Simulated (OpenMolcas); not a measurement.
# Ru⁴⁺ among point charges: CASSCF and CASPT2 levels and susceptibility, part 2 of 2

Aim: the splitting of the states of Ru⁴⁺ in the field of 2 point charges, its lowest levels with spin-orbit coupling and its magnetic susceptibility.

OpenMolcas 26.06; ANO-RCC-VDZP, DKH2, active space 4 electrons in 5 orbitals (4d), orbitals: per spin and parity. Surroundings: 2 point charges of -2 e arranged as a linear pair (D∞h), 2.05 Å from the ion.

**7. CASPT2: IPEA 0.25, imaginary shift 0.1 (closed shells correlated: 4s 4p)**

Contents of a.inp:

```
>>> COPY JOB001 $Project.JobIph
&CASPT2
Multistate=5 1 2 3 4 5
NoMult
Frozen=8 6
IPEA=0.25
Imaginary=0.1
MaxIter=60
WThr=0.0 0.3 0.05
PrWF=0.5
NoMix
>>> COPY JOB002 $Project.JobIph
&CASPT2
Multistate=45 1 2 3 4 5 6 7 8 9 10 11 12 13 14 15 16 17 18 19 20 21 22
23 24 25 26 27 28 29 30 31 32 33 34 35 36 37 38 39 40 41 42 43 44 45
NoMult
Frozen=8 6
IPEA=0.25
Imaginary=0.1
MaxIter=60
WThr=0.0 0.3 0.05
PrWF=0.5
NoMix
>>> COPY JOB003 $Project.JobIph
&CASPT2
Multistate=50 1 2 3 4 5 6 7 8 9 10 11 12 13 14 15 16 17 18 19 20 21 22
23 24 25 26 27 28 29 30 31 32 33 34 35 36 37 38 39 40 41 42 43 44 45 46
47 48 49 50
NoMult
Frozen=8 6
IPEA=0.25
Imaginary=0.1
MaxIter=60
WThr=0.0 0.3 0.05
PrWF=0.5
NoMix
```

Standard output:

```text
Orbital specifications:
      -----------------------

      Symmetry species                           1   2
                                                ag  au
      Frozen orbitals                            8   6
      Inactive orbitals                          1   3
      Active orbitals                            5   0
      Secondary orbitals                         7  13
      Deleted orbitals                           0   0
      Number of basis functions                 21  22
Type of calculation                        SS-CASPT2
      Fock operator                              state-specific
      IPEA shift                                 0.25
      Real shift                                 0.00
      Imaginary shift                            0.10
      The input orbitals will be transformed to quasi-canonical
Reference energy:       -4528.1098368915
      E2 (Non-variational):      -0.2189356814
      Shift correction:          -0.0000974409
      E2 (Variational):          -0.2190331224
      Total energy:           -4528.3288700139
      Residual norm:              0.0000000802
      Reference weight:           0.95713
      Contributions to the CASPT2 correlation energy
      Active & Virtual Only:         -0.0306595014
      One Inactive Excited:          -0.1085173194
      Two Inactive Excited:          -0.0797588606
Reference energy:       -4528.0813601848
      E2 (Non-variational):      -0.2196129542
      Shift correction:          -0.0000996832
      E2 (Variational):          -0.2197126373
      Total energy:           -4528.3010728222
      Residual norm:              0.0000002262
      Reference weight:           0.95683
      Contributions to the CASPT2 correlation energy
      Active & Virtual Only:         -0.0306411350
      One Inactive Excited:          -0.1088902386
      Two Inactive Excited:          -0.0800815806
::    CASPT2 Root  1     Total energy:  -4528.32887001
::    CASPT2 Root  2     Total energy:  -4528.30107282
::    CASPT2 Root  3     Total energy:  -4528.30107282
::    CASPT2 Root  4     Total energy:  -4528.24959742
::    CASPT2 Root  5     Total energy:  -4528.24955943
Orbital specifications:
      -----------------------

      Symmetry species                           1   2
                                                ag  au
      Frozen orbitals                            8   6
      Inactive orbitals                          1   3
      Active orbitals                            5   0
      Secondary orbitals                         7  13
      Deleted orbitals                           0   0
      Number of basis functions                 21  22
Type of calculation                        SS-CASPT2
      Fock operator                              state-specific
      IPEA shift                                 0.25
      Real shift                                 0.00
      Imaginary shift                            0.10
      The input orbitals will be transformed to quasi-canonical
Reference energy:       -4528.0225036532
      E2 (Non-variational):      -0.2264504592
      Shift correction:          -0.0001077215
      E2 (Variational):          -0.2265581807
      Total energy:           -4528.2490618339
      Residual norm:              0.0000000591
      Reference weight:           0.95487
      Contributions to the CASPT2 correlation energy
      Active & Virtual Only:         -0.0316271360
      One Inactive Excited:          -0.1158719638
      Two Inactive Excited:          -0.0789513594
Reference energy:       -4528.0225036532
      E2 (Non-variational):      -0.2264451021
      Shift correction:          -0.0001077072
      E2 (Variational):          -0.2265528093
      Total energy:           -4528.2490564625
      Residual norm:              0.0000000591
      Reference weight:           0.95488
      Contributions to the CASPT2 correlation energy
      Active & Virtual Only:         -0.0316226117
      One Inactive Excited:          -0.1158710492
      Two Inactive Excited:          -0.0789514412
::    CASPT2 Root  1     Total energy:  -4528.24906183
::    CASPT2 Root  2     Total energy:  -4528.24905646
::    CASPT2 Root  3     Total energy:  -4528.24023913
::    CASPT2 Root  4     Total energy:  -4528.24023667
::    CASPT2 Root  5     Total energy:  -4528.24382621
::    CASPT2 Root  6     Total energy:  -4528.24382623
::    CASPT2 Root  7     Total energy:  -4528.23462172
::    CASPT2 Root  8     Total energy:  -4528.23462495
::    CASPT2 Root  9     Total energy:  -4528.23084816
::    CASPT2 Root 10     Total energy:  -4528.22752350
::    CASPT2 Root 11     Total energy:  -4528.22774538
::    CASPT2 Root 12     Total energy:  -4528.21890143
::    CASPT2 Root 13     Total energy:  -4528.21890124
::    CASPT2 Root 14     Total energy:  -4528.22037057
::    CASPT2 Root 15     Total energy:  -4528.21151982
::    CASPT2 Root 16     Total energy:  -4528.21151982
::    CASPT2 Root 17     Total energy:  -4528.19984680
::    CASPT2 Root 18     Total energy:  -4528.20292439
::    CASPT2 Root 19     Total energy:  -4528.20292763
::    CASPT2 Root 20     Total energy:  -4528.20236720
::    CASPT2 Root 21     Total energy:  -4528.20236721
::    CASPT2 Root 22     Total energy:  -4528.17967022
::    CASPT2 Root 23     Total energy:  -4528.17967022
::    CASPT2 Root 24     Total energy:  -4528.17587316
::    CASPT2 Root 25     Total energy:  -4528.16502222
::    CASPT2 Root 26     Total energy:  -4528.16502130
::    CASPT2 Root 27     Total energy:  -4528.15791847
::    CASPT2 Root 28     Total energy:  -4528.15790716
::    CASPT2 Root 29     Total energy:  -4528.15576070
::    CASPT2 Root 30     Total energy:  -4528.15575125
Orbital specifications:
      -----------------------

      Symmetry species                           1   2
                                                ag  au
      Frozen orbitals                            8   6
      Inactive orbitals                          1   3
      Active orbitals                            5   0
      Secondary orbitals                         7  13
      Deleted orbitals                           0   0
      Number of basis functions                 21  22
Type of calculation                        SS-CASPT2
      Fock operator                              state-specific
      IPEA shift                                 0.25
      Real shift                                 0.00
      Imaginary shift                            0.10
      The input orbitals will be transformed to quasi-canonical
Reference energy:       -4527.9786221381
      E2 (Non-variational):      -0.2254111603
      Shift correction:          -0.0001057155
      E2 (Variational):          -0.2255168758
      Total energy:           -4528.2041390139
      Residual norm:              0.0000000223
      Reference weight:           0.95500
      Contributions to the CASPT2 correlation energy
      Active & Virtual Only:         -0.0264404622
      One Inactive Excited:          -0.1253213599
      Two Inactive Excited:          -0.0736493382
Reference energy:       -4527.9786221381
      E2 (Non-variational):      -0.2254111603
      Shift correction:          -0.0001057155
      E2 (Variational):          -0.2255168758
      Total energy:           -4528.2041390139
      Residual norm:              0.0000000223
      Reference weight:           0.95500
      Contributions to the CASPT2 correlation energy
      Active & Virtual Only:         -0.0264404622
      One Inactive Excited:          -0.1253213599
      Two Inactive Excited:          -0.0736493382
::    CASPT2 Root  1     Total energy:  -4528.20413901
::    CASPT2 Root  2     Total energy:  -4528.20413901
::    CASPT2 Root  3     Total energy:  -4528.20622754
::    CASPT2 Root  4     Total energy:  -4528.19952341
::    CASPT2 Root  5     Total energy:  -4528.19952341
::    CASPT2 Root  6     Total energy:  -4528.19767064
::    CASPT2 Root  7     Total energy:  -4528.19765945
::    CASPT2 Root  8     Total energy:  -4528.18816181
::    CASPT2 Root  9     Total energy:  -4528.18822357
::    CASPT2 Root 10     Total energy:  -4528.17695788
::    CASPT2 Root 11     Total energy:  -4528.17695793
::    CASPT2 Root 12     Total energy:  -4528.18476115
::    CASPT2 Root 13     Total energy:  -4528.16915714
::    CASPT2 Root 14     Total energy:  -4528.16915704
::    CASPT2 Root 15     Total energy:  -4528.17845858
::    CASPT2 Root 16     Total energy:  -4528.17845015
::    CASPT2 Root 17     Total energy:  -4528.16668990
::    CASPT2 Root 18     Total energy:  -4528.16668517
::    CASPT2 Root 19     Total energy:  -4528.16497192
::    CASPT2 Root 20     Total energy:  -4528.16497194
::    CASPT2 Root 21     Total energy:  -4528.15437757
::    CASPT2 Root 22     Total energy:  -4528.15437758
::    CASPT2 Root 23     Total energy:  -4528.14413887
::    CASPT2 Root 24     Total energy:  -4528.14024782
::    CASPT2 Root 25     Total energy:  -4528.14031364
::    CASPT2 Root 26     Total energy:  -4528.14183182
::    CASPT2 Root 27     Total energy:  -4528.14182967
::    CASPT2 Root 28     Total energy:  -4528.13042636
::    CASPT2 Root 29     Total energy:  -4528.13042636
::    CASPT2 Root 30     Total energy:  -4528.10018398
```

Time for this run: 5.2 s (1 thread, shared host).

SS-CASPT2: lowest energy less the reference's lowest, -0.2190 hartree; reference weights 0.945 to 0.957.

States without spin-orbit coupling:

```csv
state,degeneracy,E (cm-1),free-ion L (%)
5Sigma,1,0,D (100)
5Pi,2,6101,D (100)
5Delta,2,17402,D (100)
3Phi,2,17516,H (53)
3Pi,2,18665,G (33)
3Gamma,2,19452,H (71)
3Delta,2,20685,G (42)
3Sigma,1,21513,F (52)
3Delta,2,22219,F (54)
3Sigma,1,23813,G (73)
3H,2,24135,H (100)
3Pi,2,25755,H (43)
1Sigma,1,26917,G (65)
1I,2,27375,I (100)
3Phi,2,27642,F (84)
3Pi,2,27764,P (66)
3Sigma,1,28317,H (91)
1Pi,2,28388,G (66)
1Phi,2,28796,F (56)
1Delta,2,30875,G (69)
1Sigma,1,31628,S (50)
3Pi,2,32746,F (42)
1Delta,2,33012,D (73)
1H,2,33341,I (100)
```

With spin-orbit coupling:

| E (cm-1) | Degeneracy | 2S+1 | g |
| --- | --- | --- | --- |
| 0 | 1 | 5 |  |
| 100 | 2 | 5 | 0.00 0.00 3.99 |
| 380 | 2 | 5 | 0.00 0.00 7.96 |
| 6010 | 2 | 5 | 0.00 0.00 5.85 |
| 6180 | 1 | 5 |  |
| 6400 | 1 | 5 |  |
| 6600 | 2 | 5 | 0.00 0.00 2.14 |
| 6870 | 2 | 5 | 0.00 0.00 6.00 |
| 7100 | 2 | 5 | 0.00 0.00 9.95 |
| 16230 | 1 | 5 |  |
| 16310 | 1 | 5 |  |
| 16760 | 2 | 3 | 0.00 0.00 6.14 |
| 16980 | 2 | 3 | 0.00 0.00 5.14 |
| 17130 | 2 | 5 | 0.00 0.00 0.13 |
| 17370 | 2 | 3 | 0.00 0.00 9.76 |
| 17850 | 2 | 5 | 0.00 0.00 4.04 |
| 18250 | 2 | 3 | 0.00 0.00 2.88 |
| 18420 | 2 | 5 | 0.00 0.00 7.84 |
| 18580 | 2 | 3 | 0.00 0.00 1.96 |
| 18720 | 2 | 5 | 0.00 0.00 11.47 |
| 19470 | 1 | 3 |  |
| 19860 | 2 | 3 | 0.00 0.00 11.91 |
| 20000 | 2 | 3 | 0.00 0.00 8.57 |
| 20060 | 2 | 3 | 0.00 0.00 5.00 |

Powder χT (cm³ K/mol): 0.06 at 2 K, 0.14 at 5 K, 0.28 at 10 K, 0.57 at 20 K, 1.28 at 50 K, 1.77 at 100 K, 1.95 at 150 K, 2.06 at 200 K, 2.13 at 250 K, 2.18 at 300 K.

**8. The methods side by side**

A. CASSCF
B. SS-CASPT2, IPEA 0.25, imaginary shift 0.1 (closed shells correlated: 4s 4p)

```csv
method,ground state,first state of that spin (cm-1),first gap with spin-orbit (cm-1),χT at 300 K
A,5Sigma,5Pi 6250,94.6,2.21
B,5Sigma,5Pi 6101,102.0,2.18
```

**9. Outcome**

This closing draws on all 2 parts.

```
                                            quantity                                                                        value
                                              method  SS-CASPT2, IPEA 0.25, imaginary shift 0.1 (closed shells correlated: 4s 4p)
                              spin-free ground state                                           5Sigma, 1-fold in its orbital part
first state of the same spin within the active space                                                             5Pi at 6100 cm⁻¹
                                        lowest level                                                                       1-fold
                                          next level                                                                   102.0 cm⁻¹
                                         χT at 300 K                                                               2.18 cm³ K/mol
                           effective moment at 300 K                                                                      4.18 μB
```

Cost by method:

```csv
method,time of its own steps,time with the reference
A. CASSCF,20 s,20 s
"B. SS-CASPT2, IPEA 0.25, imaginary shift 0.1, +4s 4p",5.2 s,25 s
```

Times are of one thread on a shared host.

The spin-free ground state (5Sigma) comes to 100 % from free-ion D terms and keeps the highest spin of the shell. χT at 300 K is 2.18, against 3.01 cm³ K/mol for the spin alone, so spin-orbit coupling lowers it. An active space of the d shell alone favours high spin; real ions in strong fields can be low spin. CASPT2 does not keep the components of a term degenerate, and the means are used. The field of point charges can differ much from that of real complexes. With metal d orbitals alone active, the gaps between spin states are rough; where two lie within a few thousand cm-1, their order is open. Point charges carry no covalency, so the field is a model and not that of real ligands.
